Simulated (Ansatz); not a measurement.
The same calculation of BeMo3, space group Pm-3n as a Python script and as an input file (the Python package of Ansatz (0.2.0)).

Interactive session:
```pycon
>>> from pathlib import Path
>>> import ansatz as az
>>> import numpy as np
>>> from pymatgen.core import Structure
>>> from scipy.ndimage import map_coordinates
>>> FILLING = 'Marzari-Vanderbilt'
>>> FUNCTIONAL = 'lda'
>>> lattice = az.Lattice.of(
...     [4.854445, 0.0, 0.0],
...     [0.0, 4.854445, 0.0],
...     [0.0, 0.0, 4.854445],
... )
>>> sites = [
...     ('Be', [0.0, 0.0, 0.0]),
...     ('Be', [0.5, 0.5, 0.5]),
...     ('Mo', [0.25, 0.0, 0.5]),
...     ('Mo', [0.75, 0.0, 0.5]),
...     ('Mo', [0.0, 0.5, 0.25]),
...     ('Mo', [0.0, 0.5, 0.75]),
...     ('Mo', [0.5, 0.75, 0.0]),
...     ('Mo', [0.5, 0.25, 0.0]),
... ]
>>> structure = az.Crystal(lattice=lattice)
>>> for symbol, position in sites:
...     structure = structure.atom(symbol, position)
...
>>> structure.resolved().tree()['lattice']
((4.854445, 0.0, 0.0), (0.0, 4.854445, 0.0), (0.0, 0.0, 4.854445))
>>> # settings of the run
>>> model = (
...     structure.calculation()
...     .occupations(FILLING)
...     .functional(FUNCTIONAL)
...     .kpoints(6)
...     .density()
...     .populations()
... )
>>> result = model.run(threads=1)
DeckWarning: basis.ecutwfc = 420 eV, auto-derived from the records' recommended cutoffs: set by Be (normal level)
>>> rep = result.report
>>> rep['published_state_doubts']
[]
>>> n_atoms = len(rep['lattice']['sites'])
>>> print('F =', round(rep['free_energy_ev'], 4), 'eV for', n_atoms, 'atoms')
F = -29233.3444 eV for 8 atoms
>>> print('E(sigma -> 0) =', round(rep['energy_sigma0_ev'], 4), 'eV, TS =', round(rep['entropy_ts_ev'], 5), 'eV')
E(sigma -> 0) = -29233.3449 eV, TS = -0.00147 eV
>>> print('closed by', rep['closed_by'], 'after', rep['n_iterations'], 'iterations')
closed by deck_thresholds after 6 iterations
>>> final = Structure(result.lattice.cell_ang, [s.symbol for s in result.lattice.sites], [s.position_frac for s in result.lattice.sites])
>>> # smooth valence density along the shortest bond of atom 0
>>> rho = result.density()
>>> total = sum(channel.density_e_per_ang3 for channel in rho.channels[:2])
>>> grid_cell = np.asarray(rho.fft_grid_basis) @ result.lattice.cell_ang
>>> partner = min(final.get_neighbors(final[0], 5.0), key=lambda n: n.nn_distance)
>>> line = np.linspace(final[0].coords, partner.coords, 13)
>>> points = (line @ np.linalg.inv(grid_cell)) * rho.dims
>>> values = map_coordinates(total, points.T, order=3, mode='grid-wrap')
>>> print(f'from {final[0].specie} to {partner.specie}, {partner.nn_distance:.3f} A')
from Be to Mo, 2.714 A
>>> for t, value in zip(np.linspace(0, partner.nn_distance, 13), values):
...     print(f'{t:7.3f} A  {value:9.4f} e/A^3')
...
  0.000 A     0.0462 e/A^3
  0.226 A     0.0961 e/A^3
  0.452 A     0.1853 e/A^3
  0.678 A     0.2281 e/A^3
  0.905 A     0.2270 e/A^3
  1.131 A     0.2254 e/A^3
  1.357 A     0.2493 e/A^3
  1.583 A     0.3744 e/A^3
  1.809 A     0.9366 e/A^3
  2.035 A     2.8530 e/A^3
  2.261 A     5.5626 e/A^3
  2.488 A     6.6311 e/A^3
  2.714 A     6.3834 e/A^3
>>> print('energy terms (eV)')
energy terms (eV)
>>> for term, value in rep['components'].items():
...     if abs(value) > 1e-9:
...         print(f'  {term:26s} {value:16.5f}')
...
  e_band                           -534.18225
  e_kinetic                        2686.32172
  e_local                         -5835.74467
  e_nonlocal                        898.14470
  e_hartree                        2008.53664
  e_xc                            -1131.78404
  e_vxc                           -1411.16392
  e_paw                          -18647.41293
  e_vpaw                           -888.81607
  e_augmentation_tail                 0.00018
  e_ewald                         -9214.30492
  e_core_change                       2.89747
  e_smearing                          0.00147
>>> files = Path(result.write_results('tables'))
>>> print((files / 'populations.tsv').read_text())
# site	symbol	l	j	q
# orbitals = lowdin
# n_electrons = 88.000000
# spilling = 0.014462
0	Be	0_2S	-	0.744876
1	Be	0_2S	-	0.744876
2	Mo	0_4S	-	1.945973
2	Mo	0_5S	-	0.811321
2	Mo	1_4P	-	5.979617
2	Mo	2_4D	-	5.469348
3	Mo	0_4S	-	1.945973
3	Mo	0_5S	-	0.811321
3	Mo	1_4P	-	5.979617
3	Mo	2_4D	-	5.469348
4	Mo	0_4S	-	1.945973
4	Mo	0_5S	-	0.811321
4	Mo	1_4P	-	5.979617
4	Mo	2_4D	-	5.469348
5	Mo	0_4S	-	1.945973
5	Mo	0_5S	-	0.811321
5	Mo	1_4P	-	5.979617
5	Mo	2_4D	-	5.469348
6	Mo	0_4S	-	1.945973
6	Mo	0_5S	-	0.811321
6	Mo	1_4P	-	5.979617
6	Mo	2_4D	-	5.469348
7	Mo	0_4S	-	1.945973
7	Mo	0_5S	-	0.811321
7	Mo	1_4P	-	5.979617
7	Mo	2_4D	-	5.469348
```

`input.yaml`:
```yaml
crystal:
  lattice:
    - [4.854445, 0.0, 0.0]
    - [0.0, 4.854445, 0.0]
    - [0.0, 0.0, 4.854445]
  atoms:
    - { symbol: Be, position: [0.0, 0.0, 0.0] }
    - { symbol: Be, position: [0.5, 0.5, 0.5] }
    - { symbol: Mo, position: [0.25, 0.0, 0.5] }
    - { symbol: Mo, position: [0.75, 0.0, 0.5] }
    - { symbol: Mo, position: [0.0, 0.5, 0.25] }
    - { symbol: Mo, position: [0.0, 0.5, 0.75] }
    - { symbol: Mo, position: [0.5, 0.75, 0.0] }
    - { symbol: Mo, position: [0.5, 0.25, 0.0] }
kpoints:
  mp_grid: { grid: [6, 6, 6] }
hamiltonian:
  xc: lda
scf:
  occupations: { method: cold }
output:
  write_density: true
  populations: true
```

The program run on that file:
```console
$ ansatz run input.yaml --threads 1 --pin off --max-ram 3072MiB --backend cpu --events-out ev --progress --plain --runs-dir out
Engine: ansatz 0.2.0, aarch64-unknown-linux-gnu
Pseudopotentials: kind: paw
Pseudopotential: Be, paw, valence charge 2, recommended cutoff 420 eV (normal), Be.paw.azcp
Pseudopotential: Mo, paw, valence charge 14, recommended cutoff 420 eV (normal), Mo.paw.azcp
Functional definition: SPW92
  exchange = slater_x
  correlation = pw_c
Crystal: 8 atoms, lattice volume = 114.398 Å³
Basis set: ecut = 420 eV, 2205 PW (Γ)
Bands: 53, of which v1, the nominal top of the filled ones, is band 44 counted from 1 (43 counted from 0)
Symmetry: 48 space group operations
Space group: Pm-3n (ITA 223), of the structure as read, at distance tolerance 4.9e-5 Å
k-points: 20 of 216
Non-local potential: Be, projectors of the file, l = 0: 2, l = 1: 2, l = 2: 1
Non-local potential: Mo, projectors of the file, l = 0: 3, l = 1: 2, l = 2: 2, l = 3: 1
PAW form: soft (Blöchl's): semilocal exchange-correlation on the pseudo side does not see the compensation charge
PAW frozen core: Be, regenerated for the run's functional, and the local potential with it (the file was generated under x = pbe(κ = 0.804, μ = 0.2195149727645171), c = pbe(β = 0.06672455060314922))
PAW frozen core: Mo, regenerated for the run's functional, and the local potential with it (the file was generated under x = pbe(κ = 0.804, μ = 0.2195149727645171), c = pbe(β = 0.06672455060314922))
PAW one-centre angular grid: Be, 110 points (default); XC on 64 Gauss nodes
PAW one-centre angular grid: Mo, 590 points (default); XC on 64 Gauss nodes
Initial density: superposition of atomic densities (neutral atoms: chi_scale 0, normalization atom), corrected by the library's trained network
Initial wavefunctions: pseudopotential atomic-orbital guess
Functional: x = slater, c = lda
SCF iter   1: F=—  HF=-29233.346898 eV  |F-HF|=—  |Δ(HF+E_count)|=         —  Δρ=7.44e-3  dr2=2.24e-2  ethr=1.77e-3  ⟨swp⟩=5.4  Hψ=3639  notcnv=0
preconditioner: auto → Kerker (q_TF=auto, 2.612 Å⁻¹)  [metal: Δε(μ)=0.059 eV  Ē_g=4.416 eV  σ=0.100 eV  W_gap=0.30  n_scr=32 (ndim 8)  ℏωp=22.0 eV  f_vac=0.000  D(μ)=7.61/eV (n_scr^D=80)]
SCF iter   2: F=—  HF=-29233.345691 eV  |F-HF|=—  |Δ(HF+E_count)|=   1.21e-3  S|Δr|=    0.00e0  Δρ=4.32e-3  dr2=8.09e-3  ethr=2.55e-5  ⟨swp⟩=1.2  Hψ=1230  notcnv=0
SCF iter   3: F=—  HF=-29233.344424 eV  |F-HF|=—  |Δ(HF+E_count)|=   1.27e-3  S|Δr|=    0.00e0  Δρ=4.22e-4  dr2=2.37e-4  ethr=9.19e-6  ⟨swp⟩=1.9  Hψ=1196  notcnv=0
SCF iter   4: F=—  HF=-29233.344377 eV  |F-HF|=—  |Δ(HF+E_count)|=   4.68e-5  S|Δr|=    0.00e0  Δρ=6.82e-5  dr2=3.84e-6  ethr=2.69e-7  ⟨swp⟩=2.0  Hψ=1402  notcnv=0
SCF iter   5: F=—  HF=-29233.344372 eV  |F-HF|=—  |Δ(HF+E_count)|=   4.85e-6  S|Δr|=    0.00e0  Δρ=1.40e-5  dr2=1.72e-7  ethr=4.36e-9  ⟨swp⟩=2.7  Hψ=1766  notcnv=0
SCF iter   6: F=-29233.344372 eV  HF=-29233.344372 eV  |F-HF|=1.99e-9  |Δ(HF+E_count)|=   2.76e-8  S|Δr|=    0.00e0  Δρ=2.93e-6  dr2=5.63e-9  ethr=1.14e-10  ⟨swp⟩=6.5  Hψ=2608  notcnv=0
SCF 1 converged in 6 iterations: F = -29233.344372 eV  dr2 = 5.63e-9
  greatest PAW one-centre occupation: 0.999 electrons in one spin orbital (limit 2), on the Mo atom at site 7 (counted from 0), in its partial waves of l = 0
SCF converged after 6 iterations
Stability not checked: this state was not tested for a lower state beside it, because cold or Methfessel-Paxton smearing, or corrected tetrahedra, fill the levels in a way that the test cannot read (fill_not_monotonic; see scf.lower_state_search)
Free energy (F): -29233.344372 eV
Harris-Foulkes:  -29233.344372 eV  (|F-HF|=1.99e-9)
Internal energy: -29233.345847 eV  (E = F + TS)
E sigma→0 (E₀):  -29233.344864 eV
Entropy (-TS):   0.001474 eV (0.184 meV/atom)
Fermi energy:    17.348192 eV
--- Per-component energies (eV) ---
  E_band       = -534.182248
  E_kinetic    = 2686.321723
  E_local      = -5835.744667  (includes V_loc(G=0)·N_el)
  E_nonlocal   = 898.144701
  E_hartree    = 2008.536639
  E_xc         = -1131.784044
  E_vxc        = -1411.163919  (∫ρ·V_xc dr)
  E_paw        = -18647.412934  (= ΣΔE_a)
  E_vpaw       = -888.816073  (= ΣTr[D̂ρ^β])
  E_aug_tail   = 0.000182  (compensation charges beyond the density's cutoff)
  E_ewald      = -9214.304918
  E_core_change = 2.897472  (= ΣΔE_core)
  E_smearing   = 0.001474  (= −TS)
  E_closure    = -0.000000  (closes the sum)
  Σ components = -29233.344372   (vs F -29233.344372, Δ=0.00e0)
--- Band table (eV; the first three rows and the last of 20) ---
  k-point 0: bands = ["-43.2043", "-43.0802", "-43.0802", "-42.7241", "-42.7241", "-42.7241", "-18.5766", "-18.5766", "-18.3560", "-17.4368", "-17.4368", "-17.4368", "-16.9134", "-16.9134", "-16.9134", "-16.8839", "-16.8839", "-16.8839", "-16.7509", "-16.7509", "-16.7509", "-16.0434", "-16.0434", "-16.0434", "10.2823", "12.9022", "13.1519", "13.1519", "13.1519", "13.4737", "13.4737", "13.8319", "14.1555", "14.1555", "14.1555", "15.2640", "16.1013", "16.1013", "16.1013", "16.2921", "16.2921", "16.2921", "16.6646", "16.6646", "19.5029", "19.5029", "19.5029", "20.5499", "20.5499", "20.9633", "20.9633", "20.9633", "20.9881"]
  k-point 1: bands = ["-43.1911", "-43.0865", "-43.0622", "-42.7510", "-42.7241", "-42.7241", "-18.5706", "-18.5104", "-18.2879", "-17.4321", "-17.4321", "-17.3944", "-16.9613", "-16.9613", "-16.9183", "-16.9027", "-16.8280", "-16.8280", "-16.7638", "-16.7638", "-16.7619", "-16.2257", "-16.0439", "-16.0439", "10.5060", "12.4619", "13.2694", "13.2694", "13.3673", "13.4234", "13.9129", "14.0899", "14.2149", "14.2801", "14.2801", "15.3593", "15.4736", "15.5799", "15.5799", "16.2706", "16.7825", "16.7825", "16.8487", "16.8605", "19.2644", "19.3965", "19.3965", "20.1694", "20.2811", "20.7459", "20.7459", "20.9093", "20.9093"]
  k-point 2: bands = ["-43.1615", "-43.1043", "-43.0060", "-42.8232", "-42.7241", "-42.7241", "-18.5530", "-18.4965", "-17.9201", "-17.4237", "-17.4237", "-17.2842", "-17.0146", "-16.9940", "-16.9940", "-16.8732", "-16.8010", "-16.8010", "-16.7919", "-16.7671", "-16.7671", "-16.7063", "-16.0449", "-16.0449", "11.1226", "12.2056", "12.9343", "13.1473", "13.5597", "13.5597", "14.1918", "14.4188", "14.4188", "14.5368", "15.1329", "15.3047", "15.3839", "15.3839", "15.6131", "16.1661", "16.7936", "16.7936", "16.9160", "17.1091", "18.4695", "19.2890", "19.2890", "19.7685", "19.8967", "20.2550", "20.4930", "20.4930", "20.8706"]
  k-point 19: bands = ["-42.9268", "-42.9268", "-42.9268", "-42.9268", "-42.9268", "-42.9268", "-17.4046", "-17.4046", "-17.4046", "-17.4046", "-17.4046", "-17.4046", "-17.3245", "-17.3245", "-16.9344", "-16.9344", "-16.9344", "-16.9344", "-16.9344", "-16.9344", "-16.8338", "-16.8338", "-16.8338", "-16.8338", "13.3841", "13.3841", "14.3274", "14.3274", "14.3274", "14.3274", "14.3274", "14.3274", "15.2189", "15.2189", "15.2189", "15.2189", "15.2189", "15.2189", "16.7366", "16.7366", "16.7366", "16.7366", "17.2127", "17.2127", "17.2127", "17.2127", "17.2127", "17.2127", "19.5352", "19.5352", "19.5352", "19.5352", "19.5352"]
--- Löwdin populations: 8 sites ---
  site symbol       q [e]
     0     Be      0.7449
     1     Be      0.7449
     2     Mo     14.2063
     3     Mo     14.2063
     4     Mo     14.2063
     5     Mo     14.2063
     6     Mo     14.2063
     7     Mo     14.2063
  spilling = 0.014462 (of n_electrons = 88.000000)
```

Absolute energies stand on the zero of these potentials, so only differences at equal settings mean something. A total without «per atom» is that of the cell as typed. The energy terms are those on the plane-wave grid, with the one-centre PAW part apart; e_band, e_vxc and e_vpaw aren't summands of the total. Under cold or Methfessel-Paxton smearing the entropy term is a generalised one and can be negative. The mesh is modest for a metal, so energies can be off by several to tens of meV an atom and pressures by half a GPa or more; differences at equal mesh fare better. Densities and potentials on the grid are those of the valence electrons, and inside the cores they hang on the potentials used. This cell is a computed structure, which may not be the phase found in nature. Gaps and levels are Kohn-Sham values on a finite set of k-points, without spin-orbit coupling. Warnings are shown shortened and without file and line. Timing: 8.4 s on 1 thread of Arm Neoverse V1 (shared host), peak memory 0.49 GiB.
